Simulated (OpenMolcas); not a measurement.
# W⁵⁺ among point charges: CASSCF and CASPT2 levels and susceptibility

Aim: the splitting of the states of W⁵⁺ in the field of 4 point charges, its lowest levels with spin-orbit coupling and its magnetic susceptibility.

Program: OpenMolcas 26.06. Level of theory: state-averaged CASSCF and CASPT2, spin-orbit coupling by RASSI with atomic mean-field integrals. These are calculated values, not measurements, unless marked.

**1. The system**

- Species: W⁵⁺ (tungsten, Z = 74, 69 electrons)
- Basis: ANO-RCC-VDZP [7s6p4d2f1g], 68 functions
- Scalar Hamiltonian: DKH2, point nucleus
- Inactive shells: 1s 2s 2p 3s 3p 3d 4s 4p 4d 4f 5s 5p
- Active space: 1 electron in 5 orbitals (5d)
- Some configurations of this space: 5d
- Orbitals: optimised for each spin and parity, averaged over all roots

The outer shells:

5d
```
5d [↑ ][  ][  ][  ][  ]
```

The ion sits among 4 point charges of -2.5 e arranged as a square (D4h), 2.28 Å from the ion.

The work runs as a chain of OpenMolcas steps in one folder; each step below is one input file. Labels, J, g values, rates, χT and fits are worked out afterwards by a script from the matrices that RASSI stores. The input lists half of the charges; inversion (Group=XYZ) makes the rest.

**2. One- and two-electron integrals**

a.inp

```
&GATEWAY
Coord
1

W 0.0 0.0 0.0
Basis=ANO-RCC-VDZP
Group=XYZ
NoMove
AngMom=0.0 0.0 0.0
AMFI
XField
2 Angstrom 0
2.280000 0.000000 0.000000 -2.500000
0.000000 2.280000 0.000000 -2.500000
&SEWARD
```

Started as:

```
OMP_NUM_THREADS=1 MOLCAS_MEM=1689 MOLCAS_PROJECT=a pymolcas a.inp > a.log
```

**3. Reference wave functions, doublets of even parity, 5 roots**

a.inp

```
&RASSCF
FileOrb=start.orb
Symmetry=1
Spin=2
nActEl=1 0 0
Inactive=15 19
Ras2=5 0
CIRoot=5 5 1
SDav=5
CIMx=300
Iter=120 100
PrWF=0.3
OrbListing=Nothing
MaxOrb=0
>>> COPY $Project.JobIph JOB001
```

start.orb holds the contracted functions of the basis, ordered by shell, or the orbitals of the step before.

**4. State interaction with spin-orbit coupling**

a.inp

```
&RASSI
NrOfJobIphs=1 5
1 2 3 4 5
IphNames
JOB001
EJob
SpinOrbit
DIPRint=1.0
SOCoupling=1000.0
Subsets=2
Property=9
'ANGMOM' 1 'ANGMOM' 2 'ANGMOM' 3 'MLTPL  1' 1 'MLTPL  1' 2 'MLTPL  1' 3
'AMFI' 1 'AMFI' 2 'AMFI' 3
SOProperty=3
'ANGMOM' 1 'ANGMOM' 2 'ANGMOM' 3
```

**5. CASPT2: IPEA 0.25, imaginary shift 0.1 (closed shells correlated: 4f 5s 5p)**

a.inp

```
>>> COPY JOB001 $Project.JobIph
&CASPT2
Multistate=5 1 2 3 4 5
NoMult
Frozen=14 9
IPEA=0.25
Imaginary=0.1
MaxIter=60
WThr=0.0 0.3 0.05
PrWF=0.5
NoMix
```

(Steps that only read results are left out.)

Before running it: what results should come out? Wanted: spin-free ground state; first state of the same spin within the active space; lowest level; next level.

**Answer**, as computed:

| quantity | value |
| --- | --- |
| method | SS-CASPT2, IPEA 0.25, imaginary shift 0.1 (closed shells correlated: 4f 5s 5p) |
| spin-free ground state | 2A1, 1-fold in its orbital part |
| first state of the same spin within the active space | 2E at 6750 cm⁻¹ |
| lowest level | 2-fold E1/2, g = 0.63, 0.63, 1.47 |
| next level | 10069.0 cm⁻¹ |
| χT at 300 K | 0.11 cm³ K/mol |
| effective moment at 300 K | 0.93 μB |

Cost by method:

```csv
method,time of its own steps,time with the reference
A. CASSCF,1.9 s,1.9 s
"B. SS-CASPT2, IPEA 0.25, imaginary shift 0.1, +4f 5s 5p",1.2 s,3.1 s
```

Times are of one thread on a shared host.

What this shows: The spin-free ground state (2A1) comes to 100 % from free-ion D terms and keeps the highest spin of the shell. χT at 300 K is 0.11, against 0.38 cm³ K/mol for the spin alone, so orbital moment lowers it. The field of point charges can differ much from that of real complexes. This is an electrostatic model: the charges have no orbitals.
